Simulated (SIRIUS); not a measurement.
## GaGe under changes of volume

One of the cells (24.821 Å³/atom); the others are scaled copies at fixed shape and fractional positions:

```
Ge Ga
1.0
     0.00000    2.91704    2.91704
     2.91704    0.00000    2.91704
     2.91704    2.91704    0.00000
Ge Ga
1 1
Direct
  0.00000 0.00000 0.00000
  0.25000 0.25000 0.25000
```

The cell comes from a database or a generator and needn't be the stable form of this composition.

```yaml
Program: SIRIUS 7.10.0
Functional: PBE
Potentials_or_basis: PseudoDojo 0.4.1 PBE standard (scalar relativistic)
Cutoff: 1102 eV
Density_cutoff: 4408 eV
k_mesh: 8 × 8 × 8
Occupations: fermi-dirac, width 0.05 eV
Spin: no spin polarisation
```

| volume (Å³/atom) | energy over the lowest point (meV/atom) | pressure (GPa) |
| --- | --- | --- |
| 22.875 | ? | ? |
| 23.361 | 8.07 | 2.6 |
| 23.848 | 2.07 | 1.4 |
| 24.821 | 0.00 | -0.6 |
| 25.308 | 3.21 | -1.5 |
| 25.795 | 8.84 | -2.2 |

Q: What does the run at 22.875 Å³/atom give?

A: Energy over the lowest point 17.92 meV/atom; pressure 3.9 GPa.

Worked out: A Birch-Murnaghan fit of order 3 (a polynomial in V^(-2/3)) to the other rows has its minimum at 24.49 Å³/atom with B0 = V·E''(V) = 49 GPa and B' = 4.9. It gives 17.91 meV/atom at 22.875 Å³/atom, against the run's 17.92, and -dE/dV = 3.9 GPa, against 3.9.

Energies are extrapolated to zero smearing.
